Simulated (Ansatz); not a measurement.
# C2H6FNSi: a ladder of functionals and wavefunction methods

Aim: compute C2H6FNSi with functionals from several rungs and with coupled cluster. The yardstick is the atomisation energy at the CCSD(T) limit.

Program: Ansatz 0.2.0, Gaussian basis. Level of theory: functionals in def2-TZVPP, the program's frozen cores in correlated methods. These are calculated values, not measurements.

The runs, in order: PBE-D4, r2SCAN-D4, PBE0-D4, B3LYP-D4, ωB97X-V, ωB97M-V, B2PLYP; CCSD(T)/def2-TZVPP; MP2/def2-QZVPP; extrapolation to the limit.

## 1. The geometry

All runs share one geometry, relaxed beforehand with PBE0-D4 in a triple-zeta def2 set.

SMILES `CN1[SiH2]C1F`, 11 atoms, charge 0, spin multiplicity 1.

Atoms are counted from 1 here; the program's logs count them from 0.

Bond lengths: C1–N2 1.434 Å, C1–H6 1.094 Å, C1–H7 1.091 Å, C1–H8 1.097 Å, N2–Si3 1.691 Å, N2–C4 1.409 Å, Si3–C4 1.853 Å, Si3–H9 1.486 Å, Si3–H10 1.481 Å, C4–F5 1.390 Å, C4–H11 1.094 Å. Angles: N2–C1–H6 111.1°, N2–C1–H7 109.6°, N2–C1–H8 111.3°, H6–C1–H7 108.1°, H6–C1–H8 108.3°, H7–C1–H8 108.2°, C1–N2–Si3 154.9°, C1–N2–C4 128.7°, Si3–N2–C4 72.8°, N2–Si3–C4 46.6°, N2–Si3–H9 120.0°, N2–Si3–H10 119.1°, C4–Si3–H9 122.0°, C4–Si3–H10 122.6°, H9–Si3–H10 111.6°, N2–C4–Si3 60.7°, N2–C4–F5 115.5°, N2–C4–H11 118.2° and more.

## 2. PBE-D4 (GGA)

File in.yaml:

```yaml
crystal:
  periodic: [false, false, false]
  atoms:
    - {symbol: C, position_ang: [-0.994220, 1.000083, 0.681266]}
    - {symbol: N, position_ang: [0.036113, 0.201161, 0.083788]}
    - {symbol: Si, position_ang: [1.448726, -0.728282, 0.087122]}
    - {symbol: C, position_ang: [-0.065623, -0.716028, -0.980498]}
    - {symbol: F, position_ang: [-0.069897, -0.157967, -2.253752]}
    - {symbol: H, position_ang: [-1.318127, 1.796289, 0.004665]}
    - {symbol: H, position_ang: [-0.616168, 1.463454, 1.593598]}
    - {symbol: H, position_ang: [-1.869104, 0.392357, 0.942332]}
    - {symbol: H, position_ang: [1.660748, -1.752288, 1.142387]}
    - {symbol: H, position_ang: [2.724163, -0.101004, -0.329744]}
    - {symbol: H, position_ang: [-0.871310, -1.454776, -0.950865]}
basis:
  gaussian: {orbitals: def2-TZVPP}
hamiltonian: {xc: pbe, dispersion: d4}
output: {forces: true, orbitals: {seedname: orbitals}}
```

Launch:

```console
ansatz run in.yaml --threads 4 --pin off --events-out ev --progress --plain --max-ram 10444MiB
```

Further steps of the session: r2SCAN-D4 (meta-GGA); PBE0-D4 (hybrid); B3LYP-D4 (hybrid); ωB97X-V (range-separated); ωB97M-V (range-separated); B2PLYP (double hybrid); CCSD(T) in def2-TZVPP; MP2 in def2-QZVPP.

Before running them: what should the planned runs give, taken together? Wanted: atomisation energy, CCSD(T)/CBS; farthest; mean size of error, hybrid; mean size of error, range-separated; gap, smallest and largest; T1 diagnostic; triples share of the correlation energy.

The runs gave:

| quantity | value |
| --- | --- |
| atomisation energy, CCSD(T)/CBS | 3948.8 kJ/mol |
| functionals within 19.7 kJ/mol (0.5 %) | r2SCAN-D4, B3LYP-D4 |
| farthest | PBE-D4 (+114.8 kJ/mol) |
| mean size of error, hybrid | 19.2 kJ/mol |
| mean size of error, range-separated | 29.1 kJ/mol |
| gap, smallest and largest | 4.65 eV (PBE-D4), 11.13 eV (ωB97X-V) |
| T1 diagnostic | 0.0128 |
| triples share of the correlation energy | 3.8 % |

What this shows: PBE-D4 misses by +114.8 kJ/mol. Double hybrids carry the basis error of their MP2 part in triple zeta, and no dispersion term here, so their miss is partly the set-up's. The reference freezes the cores and leaves out relativity and excitations past (T), so misses under about 19.7 kJ/mol can't be ranked. Hartree-Fock recovers 70 % of the binding; the rest is correlation. Orbital gaps span 4.6 to 11.1 eV; exact exchange widens them.
